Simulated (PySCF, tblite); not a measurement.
# ClH4NSi2, a cluster model of a defect: NMR shifts, core binding energies and electronic excitations

Wanted: the NMR shifts, core binding energies and electronic excitations for `[SiH3]N[Si]Cl`. It is drawn as: twofold Si.

Computed with tblite 0.8.0 and PySCF 2.14.0; each step states its level. No surroundings beyond the atoms listed, unless a continuum is named. Atoms count from 0, parts from 1.

### 1 The system as given

8 atoms, charge 0, multiplicity 1; geometry: distance geometry start.

### 2 Geometry optimisation with GFN2-xTB

Job settings and geometry (Å):

```
{"job": {"kind": "relax", "xc": "GFN2-xTB", "basis": "xTB"}, "charge": 0, "multiplicity": 1}
Si     1.698141     0.823164     0.659166
N      0.301795     0.806197    -0.381819
Si    -0.979647    -0.373474     0.018605
Cl     2.958197    -0.800334     0.207944
H     -0.023676     1.669887    -0.794302
H     -0.450877    -1.370206     0.956595
H     -2.171759     0.287154     0.562411
H     -1.324739    -1.066249    -1.218742
```

Level: GFN2-xTB geometry optimisation, gas phase.

Command:

```
> OMP_NUM_THREADS=1 python cluster_run.py task.json out
```

The driver reads the jobs from task.json and runs them one after another.

Log:

```text
step      E/eV     max force
  0    -354.01583    1.349
  1    -354.04968    0.576
  2    -354.08647    0.743
  3    -354.11870    0.970
  4    -354.18721    0.684
  5    -354.19911    0.300
  6    -354.20743    0.279
  7    -354.21386    0.229
  8    -354.21871    0.256
  9    -354.22361    0.283
 10    -354.23042    0.301
 11    -354.23891    0.336
 12    -354.24751    0.283
 13    -354.25334    0.204
 14    -354.25639    0.193
 15    -354.26040    0.211
 16    -354.27004    0.430
 17    -354.28719    0.681
 18    -354.30308    0.669
 19    -354.31424    0.339
 20    -354.31868    0.208
 21    -354.32033    0.347
 22    -354.32446    0.206
 23    -354.33220    0.158
 24    -354.34021    0.223
 25    -354.34676    0.221
 26    -354.35057    0.170
 27    -354.35314    0.123
 28    -354.35477    0.091
 29    -354.35623    0.085
 30    -354.35715    0.069
 31    -354.35764    0.092
 32    -354.35804    0.070
 33    -354.35844    0.071
 34    -354.35937    0.074
 35    -354.35978    0.053
 36    -354.36004    0.032
 37    -354.36011    0.034
 38    -354.36020    0.034
 39    -354.36036    0.042
 40    -354.36060    0.050
 41    -354.36086    0.045
 42    -354.36105    0.042
 43    -354.36120    0.045
 44    -354.36142    0.050
 45    -354.36184    0.079
 46    -354.36257    0.105
 47    -354.36342    0.096
 48    -354.36398    0.051
 49    -354.36419    0.038
 50    -354.36430    0.037
 51    -354.36452    0.051
 52    -354.36507    0.083
 53    -354.36650    0.124
 54    -354.36885    0.233
 55    -354.37098    0.327
 56    -354.37499    0.216
 57    -354.37781    0.099
 58    -354.37798    0.155
 59    -354.37945    0.130
 60    -354.38019    0.121
 61    -354.38180    0.116
 62    -354.38517    0.098
 63    -354.38619    0.064
 64    -354.38651    0.049
 65    -354.38677    0.022
 66    -354.38684    0.022
 67    -354.38696    0.029
 68    -354.38704    0.029
 69    -354.38712    0.017
 70    -354.38714    0.015
 71    -354.38716    0.013
 72    -354.38718    0.014
 73    -354.38720    0.016
 74    -354.38722    0.012
 75    -354.38723    0.008
```

Wall time 1.1 s (1 thread of Arm Neoverse V2, shared host).

Relaxation path:

| step | energy from step 0 (eV) | largest force (eV/Å) |
| --- | --- | --- |
| 0 | 0.0000 | 1.3485 |
| 3 | -0.1029 | 0.9699 |
| 6 | -0.1916 | 0.2791 |
| 9 | -0.2078 | 0.2828 |
| 12 | -0.2317 | 0.2828 |
| 15 | -0.2446 | 0.2104 |
| 18 | -0.2873 | 0.6689 |
| 21 | -0.3045 | 0.3466 |
| 24 | -0.3244 | 0.2231 |
| 27 | -0.3373 | 0.1224 |
| 30 | -0.3413 | 0.0693 |
| 33 | -0.3426 | 0.0710 |
| 36 | -0.3442 | 0.0326 |
| 39 | -0.3445 | 0.0416 |
| 42 | -0.3452 | 0.0425 |
| 45 | -0.3460 | 0.0787 |
| 48 | -0.3482 | 0.0515 |
| 51 | -0.3487 | 0.0514 |
| 54 | -0.3530 | 0.2327 |
| 57 | -0.3620 | 0.0995 |
| 60 | -0.3644 | 0.1211 |
| 63 | -0.3704 | 0.0631 |
| 66 | -0.3710 | 0.0220 |
| 69 | -0.3713 | 0.0169 |
| 72 | -0.3714 | 0.0136 |
| 75 | -0.3714 | 0.0083 |

Close pairs (by a distance rule), those that changed most:

```
   bond  before (Å)  after (Å)  change (Å)
 N1–Si2       1.787      1.750      -0.037
Si0–Cl3       2.104      2.068      -0.036
 Si0–N1       1.742      1.724      -0.018
 Si2–H6       1.467      1.463      -0.004
 Si2–H5       1.467      1.463      -0.004
 Si2–H7       1.459      1.463      +0.004
  N1–H4       1.011      1.008      -0.002
```

### 3 Geometry optimisation at PBE0-D3(BJ)/def2-SVP

Job settings and geometry (Å):

```
{"job": {"xc": "PBE0", "basis": "def2-SVP", "d3": "d3bj", "grid": 2, "kind": "geom", "shake": 0.01}, "charge": 0, "multiplicity": 1}
Si     1.986318     0.953578    -0.055155
N      0.237319     0.918590    -0.032106
Si    -0.887791    -0.430935     0.017281
Cl     2.401361    -1.046317    -0.014138
H     -0.205677     1.820861    -0.055291
H     -0.640872    -1.187697     1.250108
H     -2.180855     0.194413     0.032403
H     -0.663725    -1.251046    -1.171003
```

Log:

```text
step   0  E = -1095.57942610  max force = 0.029432
step   1  E = -1095.58438102  max force = 0.010989
step   2  E = -1095.58468843  max force = 0.005501
step   3  E = -1095.58479681  max force = 0.001562
step   4  E = -1095.58483062  max force = 0.000533
step   5  E = -1095.58483287  max force = 0.000212
optimisation converged
```

It took 19 s on 1 thread of Arm Neoverse V2, shared host; peak memory 0.45 GiB.

Along the way:

```csv
step,energy from step 0 (eV),largest force component (eV/Å)
0,0.0000,1.5135
1,-0.1348,0.5651
2,-0.1432,0.2829
3,-0.1461,0.0803
4,-0.1471,0.0274
5,-0.1471,0.0109
```

Distances of close pairs at the start and the end, largest changes first:

| bond | before (Å) | after (Å) | change (Å) |
| --- | --- | --- | --- |
| Si0–Cl3 | 2.043 | 2.125 | +0.082 |
| Si2–H6 | 1.436 | 1.494 | +0.058 |
| Si2–H7 | 1.461 | 1.489 | +0.028 |
| Si0–N1 | 1.750 | 1.725 | -0.025 |
| Si2–H5 | 1.467 | 1.490 | +0.022 |
| N1–Si2 | 1.758 | 1.774 | +0.016 |
| N1–H4 | 1.005 | 1.020 | +0.014 |

The final coordinates are the input of the step that follows.

| at the end point | value |
| --- | --- |
| point group (found at 0.08 Å tolerance) | Cs |
| rotational constants (GHz, main isotopes) | 5.284, 2.337, 1.652 |
| dipole moment (D) | 2.33 |

### 4 Shielding tensors: PBE0/pcSseg-2

Job settings and geometry (Å):

```
{"job": {"kind": "nmr", "xc": "PBE0", "basis": "pcSseg-2"}, "charge": 0, "multiplicity": 1}
Si     2.213710     1.148830    -0.017378
N      0.492189     1.049384     0.024881
Si    -0.603496    -0.344469     0.079354
Cl     2.614960    -0.937133     0.023220
H      0.024806     1.955808     0.014548
H     -0.399212    -1.149548     1.315772
H     -1.983279     0.228559     0.089291
H     -0.441355    -1.211180    -1.120946
```

Method: GIAO PBE0/pcSseg-2 NMR shielding, non-relativistic, gas phase.

Log:

```text
coarse grid: 8416 points
cycle   1  E = -1095.9637288839  dE =  7.592e-02  |g| = 4.770e-01  |ddm| = 2.224e+00
cycle   2  E = -1095.8913084267  dE =  7.242e-02  |g| = 7.326e-01  |ddm| = 8.341e-01
cycle   3  E = -1096.0129162091  dE = -1.216e-01  |g| = 9.525e-02  |ddm| = 5.078e-01
cycle   4  E = -1096.0148923501  dE = -1.976e-03  |g| = 4.209e-02  |ddm| = 1.132e-01
cycle   5  E = -1096.0152994498  dE = -4.071e-04  |g| = 6.573e-03  |ddm| = 4.176e-02
cycle   6  E = -1096.0153079412  dE = -8.491e-06  |g| = 2.320e-03  |ddm| = 8.490e-03
final grid: 68080 points
cycle   7  E = -1096.0279725229  dE = -3.686e-05  |g| = 6.253e-03  |ddm| = 1.758e-02
cycle   8  E = -1096.0279651556  dE =  7.367e-06  |g| = 7.952e-03  |ddm| = 8.893e-03
cycle   9  E = -1096.0279782932  dE = -1.314e-05  |g| = 1.482e-03  |ddm| = 5.807e-03
cycle  10  E = -1096.0279787025  dE = -4.093e-07  |g| = 4.160e-04  |ddm| = 1.062e-03
cycle  11  E = -1096.0279787475  dE = -4.496e-08  |g| = 4.479e-05  |ddm| = 4.333e-04
cycle  12  E = -1096.0279787479  dE = -3.943e-10  |g| = 1.146e-05  |ddm| = 5.099e-05
converged SCF energy = -1096.0279787479

GIAO shielding tensors (ppm)
atom      isotropic    diamagn.    paramagn.     s11        s22        s33       span
  0 Si     134.918     874.222    -739.305   -195.872    264.156    336.469    532.341
  1 N      106.563     323.496    -216.933    -81.884    195.622    205.949    287.833
  2 Si     406.463     877.536    -471.073    369.840    401.178    448.371     78.531
  3 Cl     612.988    1149.044    -536.056    176.377    777.647    884.940    708.564
  4 H       26.338      31.864      -5.526     23.558     25.442     30.013      6.454
  5 H       26.347      28.908      -2.561     23.223     24.997     30.819      7.596
  6 H       26.790      28.981      -2.191     23.737     25.210     31.422      7.684
  7 H       26.339      28.965      -2.626     23.208     25.025     30.785      7.577
```

It took 22 s on 1 thread of Arm Neoverse V2, shared host; peak memory 0.85 GiB.

Shifts follow as δ = σ(reference) − σ, with reference shieldings (ppm) from runs at the same level and on the same kind of geometry: $^{1}$H TMS 31.25, $^{29}$Si TMS 341.3, $^{15}$N NH3 261.7, $^{35}$Cl HCl 941. The references are single molecules in the gas phase, so shifts against H2O, NH3, PH3, H3PO4 or CFCl3 are not on the usual liquid scales and can be off by tens of ppm. Atoms listed in one row are averaged.

| atoms | environment | σ (ppm) | δ (ppm) |
| --- | --- | --- | --- |
| H4 | hydrogen on a nitrogen bonded to 2 Si | 26.34 | 4.91 |
| H5, H7 | hydrogen on a silicon bonded to N | 26.34 | 4.90 |
| H6 | hydrogen on a silicon bonded to N | 26.79 | 4.46 |
| Si0 | silicon bonded to Cl, N | 134.9 | 206.4 |
| Si2 | silicon bonded to N, 3 H | 406.5 | -65.2 |
| N1 | nitrogen bonded to 2 Si, H | 106.6 | 155.1 |
| Cl3 | chlorine bonded to Si | 613 | 328 |

Charges from the same density, by scheme (e):

```
atoms  Mulliken    IAO  Hirshfeld  ESP fit
  Si0      0.53   0.57       0.25     0.00
   N1     -0.73  -0.88      -0.33    -0.10
  Si2      0.71   0.72       0.33     0.23
  Cl3     -0.33  -0.32      -0.15    -0.13
```

Mayer bond orders: Si0–N1 1.02, N1–Si2 0.82, Si0–Cl3 0.91.

Orbitals, density, ELF and potential are computed afterwards from the orbital file.

Frontier orbitals at PBE0/pcSseg-2, with the share of their density that lies nearest to each atom:

```
orbital  energy (eV)                     lies on
   HOMO        -7.31  Si0 65 %; Cl3 20 %; N1 9 %
   LUMO        -1.95  Si0 75 %; N1 10 %; Cl3 9 %
```

ELF in a plane through or near 6 of the atoms.

Values, 10 rows by 14 columns:
```
0.00 0.00 0.00 0.00 0.00 0.00 0.00 0.00 0.00 0.00 0.00 0.00 0.00 0.00
0.00 0.00 0.00 0.00 0.00 0.00 0.00 0.00 0.00 0.00 0.00 0.00 0.00 0.00
0.00 0.13 0.85 0.92 0.41 0.02 0.72 0.85 0.04 0.00 0.00 0.00 0.00 0.00
0.03 0.92 1.00 0.99 0.61 0.29 0.92 0.92 0.05 0.22 0.95 0.76 0.01 0.00
0.06 0.86 0.97 0.17 0.77 0.75 0.26 0.86 0.27 0.98 1.00 1.00 0.34 0.00
0.00 0.05 0.22 0.53 0.57 0.18 0.32 0.12 0.58 0.15 0.96 0.91 0.07 0.00
0.00 0.22 0.78 0.57 0.62 0.85 0.08 0.29 0.37 0.26 0.05 0.01 0.00 0.00
0.00 0.22 0.76 0.87 0.78 0.84 0.14 0.04 0.10 0.05 0.01 0.00 0.00 0.00
0.00 0.01 0.16 0.33 0.39 0.26 0.02 0.00 0.00 0.00 0.00 0.00 0.00 0.00
0.00 0.00 0.00 0.00 0.00 0.00 0.00 0.00 0.00 0.00 0.00 0.00 0.00 0.00
```
The map spans 9.5 Å across and 8.9 Å up, centred on the molecule. Atoms in the plane (x, y in Å): Si0 (-2.1, 0.7), N1 (-0.4, 0.9), Si2 (0.9, -0.3), Cl3 (-2.1, -1.5), H4 (-0.1, 1.9), H6 (2.2, 0.6).

On the surface of density 0.002 e/bohr³ the electrostatic potential runs, from the 1st to the 99th percentile, from -0.63 V near Cl3 to 2.10 V near H4.

### 5 Core-electron binding energies: SCAN, X2C

Same as in step 4 but for these lines:

```diff
@@ -1,2 +1,2 @@
-{"job": {"kind": "nmr", "xc": "PBE0", "basis": "pcSseg-2"}, "charge": 0, "multiplicity": 1}
+{"job": {"kind": "xps", "holes": 5}, "charge": 0, "multiplicity": 1}
 Si     2.213710     1.148830    -0.017378
```

Level: delta-SCF UKS SCAN, pcX-2 on the ionised atom, pcseg-1 elsewhere, spin-free X2C.

Log:

```text
ground state, core basis on atom 0 (Si), 130 functions
  cycle   1  E = -1098.80962765  |g| = 5.23e-01
  cycle   2  E = -1098.56756035  |g| = 1.08e+00
  cycle   3  E = -1098.86728354  |g| = 1.59e-01
  cycle   4  E = -1098.87473997  |g| = 6.05e-02
  cycle   5  E = -1098.87594316  |g| = 1.94e-02
  cycle   6  E = -1098.87605127  |g| = 3.59e-03
  cycle   7  E = -1098.87605728  |g| = 8.64e-04
  cycle   8  E = -1098.87605839  |g| = 2.94e-04
  E(ground) = -1098.90592783 Eh
hole in Si 2p of atom 0
  cycle   1  E = -1094.57285884  |g| = 1.23e+00
  cycle   2  E = -1093.16179002  |g| = 1.67e+00
  cycle   3  E = -1094.64221971  |g| = 5.41e-01
  cycle   4  E = -1094.86234516  |g| = 2.29e-01
  cycle   5  E = -1094.88624042  |g| = 1.08e-01
  cycle   6  E = -1094.89575757  |g| = 4.79e-02
  cycle   7  E = -1094.89670272  |g| = 2.97e-02
  cycle   8  E = -1094.89716611  |g| = 4.78e-03
  cycle   9  E = -1094.89718240  |g| = 6.45e-04
  cycle  10  E = -1094.89718279  |g| = 2.81e-04
  E(ion) = -1094.93644677 Eh   <S^2> = 0.7522   hole on atom = 1.003   binding energy = 108.015 eV
  2p3/2 = 107.888 eV   2p1/2 = 108.523 eV
ground state, core basis on atom 1 (N), 119 functions
  cycle   1  E = -1098.79239991  |g| = 7.50e-02
  cycle   2  E = -1098.79217983  |g| = 3.71e-02
  cycle   3  E = -1098.79189658  |g| = 5.15e-02
  cycle   4  E = -1098.79253805  |g| = 6.91e-03
  cycle   5  E = -1098.79255687  |g| = 1.13e-03
  cycle   6  E = -1098.79255496  |g| = 1.82e-04
  E(ground) = -1098.86149619 Eh
hole in N 1s of atom 1
  cycle   1  E = -1083.18890159  |g| = 1.87e+00
  cycle   2  E = -1082.23266330  |g| = 2.22e+00
  cycle   3  E = -1083.81372833  |g| = 4.59e-01
  cycle   4  E = -1083.80650680  |g| = 3.90e-01
  cycle   5  E = -1083.91488177  |g| = 8.16e-02
  cycle   6  E = -1083.91873937  |g| = 1.49e-02
  cycle   7  E = -1083.91887111  |g| = 4.15e-03
  cycle   8  E = -1083.91888313  |g| = 1.17e-03
  cycle   9  E = -1083.91888536  |g| = 4.31e-04
  E(ion) = -1083.98583770 Eh   <S^2> = 0.7676   hole on atom = 1.000   binding energy = 404.787 eV
ground state, core basis on atom 2 (Si), 130 functions
  cycle   1  E = -1098.87283365  |g| = 2.89e-01
  cycle   2  E = -1098.87287586  |g| = 4.52e-02
  cycle   3  E = -1098.87268206  |g| = 4.56e-02
  cycle   4  E = -1098.87298799  |g| = 1.95e-02
  cycle   5  E = -1098.87308898  |g| = 1.71e-03
  cycle   6  E = -1098.87308533  |g| = 1.36e-04
  E(ground) = -1098.90294291 Eh
hole in Si 2p of atom 2
  cycle   1  E = -1094.58475734  |g| = 1.23e+00
  cycle   2  E = -1093.68757931  |g| = 1.46e+00
  cycle   3  E = -1094.67099153  |g| = 5.56e-01
  cycle   4  E = -1094.87931302  |g| = 2.40e-01
  cycle   5  E = -1094.89617411  |g| = 1.51e-01
  cycle   6  E = -1094.90698462  |g| = 2.67e-02
  cycle   7  E = -1094.90738229  |g| = 9.76e-03
  cycle   8  E = -1094.90744593  |g| = 3.43e-03
  cycle   9  E = -1094.90745388  |g| = 5.99e-04
  cycle  10  E = -1094.90745305  |g| = 2.20e-04
  E(ion) = -1094.94765501 Eh   <S^2> = 0.7522   hole on atom = 1.003   binding energy = 107.629 eV
  2p3/2 = 107.395 eV   2p1/2 = 108.019 eV
ground state, core basis on atom 3 (Cl), 130 functions
  cycle   1  E = -1098.96180886  |g| = 4.85e-01
  cycle   2  E = -1098.96199521  |g| = 4.61e-02
  cycle   3  E = -1098.96196757  |g| = 3.70e-02
  cycle   4  E = -1098.96229410  |g| = 1.24e-02
  cycle   5  E = -1098.96232278  |g| = 4.67e-03
  cycle   6  E = -1098.96232547  |g| = 8.79e-04
  cycle   7  E = -1098.96232790  |g| = 2.25e-04
  E(ground) = -1099.01597549 Eh
hole in Cl 2p of atom 3
  cycle   1  E = -1090.90545488  |g| = 1.71e+00
  cycle   2  E = -1090.89946793  |g| = 1.27e+00
  cycle   3  E = -1091.31735313  |g| = 3.31e-01
  cycle   4  E = -1091.32825101  |g| = 3.13e-01
  cycle   5  E = -1091.37818627  |g| = 7.03e-02
  cycle   6  E = -1091.38129328  |g| = 1.08e-02
  cycle   7  E = -1091.38137536  |g| = 3.93e-03
  cycle   8  E = -1091.38138564  |g| = 9.82e-04
  cycle   9  E = -1091.38138537  |g| = 3.75e-04
  E(ion) = -1091.44428959 Eh   <S^2> = 0.7525   hole on atom = 1.001   binding energy = 206.036 eV
  2p3/2 = 205.462 eV   2p1/2 = 207.115 eV
```

Wall time 18 s (1 thread of Arm Neoverse V2, shared host); peak memory 0.47 GiB.

The holes in one table. −ε is the ground-state orbital energy:

| hole | stands for | environment | ΔSCF (eV; 2p as the shell's mean) | −ε (eV) | ⟨S²⟩ |
| --- | --- | --- | --- | --- | --- |
| Si2p on Si0 | Si0 | silicon bonded to Cl, N | 108.10 | 97.3 | 0.752 |
| N1s on N1 | N1 | nitrogen bonded to 2 Si, H | 404.79 | 386.4 | 0.768 |
| Si2p on Si2 | Si2 | silicon bonded to N, 3 H | 107.60 | 96.7 | 0.752 |
| Cl2p on Cl3 | Cl3 | chlorine bonded to Si | 206.01 | 193.2 | 0.753 |

With the spin-orbit splitting: Si0 2p3/2 107.89, 2p1/2 108.52 eV; Si2 2p3/2 107.39, 2p1/2 108.02 eV; Cl3 2p3/2 205.46, 2p1/2 207.12 eV. The table gives each 2p level as the mean over the whole 2p shell (two parts 2p3/2, one part 2p1/2), which differs a little from the single hole in the log.

### 6 Excited states and response: CAM-B3LYP/def2-SVPD

Same as in step 5 but for these lines:

```diff
@@ -1,2 +1,2 @@
-{"job": {"kind": "xps", "holes": 5}, "charge": 0, "multiplicity": 1}
+{"job": {"kind": "uv", "xc": "CAM-B3LYP", "basis": "def2-SVPD", "nstates": 6, "ntriplets": 2, "ip": true}, "charge": 0, "multiplicity": 1}
 Si     2.213710     1.148830    -0.017378
```

With the program's defaults for keys left out, this is: TDDFT CAM-B3LYP/def2-SVPD, vertical, gas phase, core orbitals frozen in the response.

Log:

```text
coarse grid: 8416 points
cycle   1  E = -1095.8771529088  dE =  3.998e-02  |g| = 4.354e-01  |ddm| = 3.133e+00
cycle   2  E = -1095.8699165574  dE =  7.236e-03  |g| = 5.001e-01  |ddm| = 1.005e+00
cycle   3  E = -1095.9273526822  dE = -5.744e-02  |g| = 6.480e-02  |ddm| = 4.690e-01
cycle   4  E = -1095.9283510610  dE = -9.984e-04  |g| = 2.585e-02  |ddm| = 1.198e-01
cycle   5  E = -1095.9285381725  dE = -1.871e-04  |g| = 3.623e-03  |ddm| = 3.943e-02
cycle   6  E = -1095.9285435586  dE = -5.386e-06  |g| = 8.742e-04  |ddm| = 1.115e-02
final grid: 68080 points
cycle   7  E = -1096.0530549711  dE = -5.199e-06  |g| = 2.121e-03  |ddm| = 1.944e-02
cycle   8  E = -1096.0530543363  dE =  6.348e-07  |g| = 2.751e-03  |ddm| = 5.104e-03
cycle   9  E = -1096.0530560298  dE = -1.693e-06  |g| = 2.229e-04  |ddm| = 2.471e-03
cycle  10  E = -1096.0530560415  dE = -1.176e-08  |g| = 5.334e-05  |ddm| = 3.447e-04
cycle  11  E = -1096.0530560425  dE = -1.017e-09  |g| = 1.563e-05  |ddm| = 1.548e-04
cycle  12  E = -1096.0530560426  dE = -9.163e-11  |g| = 4.432e-06  |ddm| = 3.506e-05
converged SCF energy = -1096.0530560426

Static polarisability (au): isotropic 78.145, principal 63.482 82.262 88.690

Singlet excitations
state   eV       nm        f      main configurations
  1   4.4707    277.3   0.04997   H->L 0.98
  2   5.9036    210.0   0.05762   H-1->L 0.82, H->L+1 0.12
  3   6.3025    196.7   0.00536   H-2->L 0.88, H-4->L 0.10
  4   6.4123    193.4   0.24718   H->L+1 0.68, H-1->L 0.12, H->L+2 0.12
  5   6.8005    182.3   0.01119   H->L+2 0.43, H-3->L 0.32, H->L+1 0.16
  6   7.0830    175.0   0.15049   H-3->L 0.56, H->L+2 0.33

Triplet excitations (Tamm-Dancoff, eV): 2.8216 4.8613
Vertical ionisation energy (delta-SCF) = 9.4869 eV
Vertical electron affinity (delta-SCF) = 0.1010 eV
```

It took 26 s on 1 thread of Arm Neoverse V2, shared host; peak memory 0.6 GiB.

The orbitals next to the gap, with their largest atomic shares:

| orbital | eV | atoms |
| --- | --- | --- |
| HOMO−3 | -10.83 | Cl3 68 %, Si2 10 %, Si0 8 % |
| HOMO−2 | -10.61 | Cl3 67 %, Si2 12 %, H6 8 % |
| HOMO−1 | -9.83 | N1 48 %, Si2 14 %, Cl3 12 % |
| HOMO | -8.58 | Si0 62 %, Cl3 23 %, N1 11 % |
| LUMO | -0.80 | Si0 66 %, N1 16 %, Cl3 15 % |
| LUMO+1 | 0.66 | Si0 39 %, H4 14 %, Si2 12 % |
| LUMO+2 | 0.97 | Si2 31 %, Si0 23 %, Cl3 17 % |

With each of the 6 states as a Gaussian band of 0.4 eV half-width at 1/e, the curve within the window shown has maxima at 277 nm (ε 2,000), 193 nm (ε 11,000) L/(mol cm). Beyond the last state computed it falls off for lack of states. The curve at chosen wavelengths:

| nm | ε (L/mol/cm) |
| --- | --- |
| 168 | 3554 |
| 174 | 6657 |
| 180 | 7691 |
| 186 | 9286 |
| 192 | 11149 |
| 198 | 10141 |
| 204 | 7123 |
| 211 | 4076 |
| 217 | 2376 |
| 223 | 1240 |
| 229 | 557 |
| 235 | 239 |
| 241 | 182 |
| 247 | 323 |
| 253 | 637 |
| 259 | 1078 |
| 265 | 1539 |
| 271 | 1887 |
| 277 | 2023 |
| 284 | 1891 |
| 290 | 1598 |
| 296 | 1235 |
| 302 | 883 |
| 308 | 589 |
| 314 | 370 |
| 320 | 221 |

Ground-state properties from the same run:

```csv
property,computed
dipole moment (D),2.36
polarisability (Å³),11.58
HOMO–LUMO gap (eV),7.78
−ε(HOMO) (eV),8.58
```

### 7 What came out

| quantity | value |
| --- | --- |
| point group | Cs |
| rotational constants (main isotopes) | 5.28, 2.34, 1.65 GHz |
| $^{1}$H shifts against TMS (PBE0/pcSseg-2, means over atoms taken as alike) | 4.91, 4.90, 4.46 ppm |
| $^{29}$Si shifts against TMS (PBE0/pcSseg-2) | 206.4, -65.2 ppm |
| $^{15}$N shifts against NH3 (PBE0/pcSseg-2) | 155.1 ppm |
| $^{35}$Cl shifts against HCl (PBE0/pcSseg-2) | 328 ppm |
| surface potential, 1st and 99th percentile | -0.63 V and 2.10 V |
| Si2p binding energies, SCAN/pcX-2 | Si0 108.10, Si2 107.60 eV |
| N1s binding energies, SCAN/pcX-2 | N1 404.79 eV |
| Cl2p binding energies, SCAN/pcX-2 | Cl3 206.01 eV |
| lowest singlet (CAM-B3LYP/def2-SVPD) | 4.47 eV (277 nm), f = 0.050 |
| brightest single state of those computed | state 4, 6.41 eV, f = 0.247 |
| lowest triplet | 2.82 eV |
| vertical ionisation energy (ΔSCF) | 9.49 eV |
| vertical electron affinity (ΔSCF) | 0.10 eV |

What this shows: The optimisation took 5 steps and gained 0.147 eV; among the close pairs (by a distance rule), Si0–Cl3 changed most, from 2.043 to 2.125 Å (PBE0/def2-SVP). No frequency check was run at this level, so the end point may be a saddle. At PBE0/pcSseg-2: Shielding is most anisotropic at Cl3 (span 709 ppm, paramagnetic term -536 ppm). At PBE0/pcSseg-2, counted by nearest atom on the grid, the HOMO lies on Si0 65 %; Cl3 20 %, the LUMO on Si0 75 %; N1 10 %. The Si2p levels kept as sound span 0.50 eV, from Si2 (silicon bonded to N, 3 H) up to Si0 (silicon bonded to Cl, N). The lowest singlet, at 4.47 eV, is HOMO→LUMO 0.98 and is weak; of the 6 states computed, the strongest absorption comes from state 4 at 6.41 eV (the last state computed is bright too, and its partners may lie past the list). The lowest triplet lies 1.65 eV below the lowest singlet (triplets in Tamm-Dancoff, singlets in full TDDFT). The orbital energy would give 8.58 eV for ionisation, ΔSCF gives 9.49 eV.
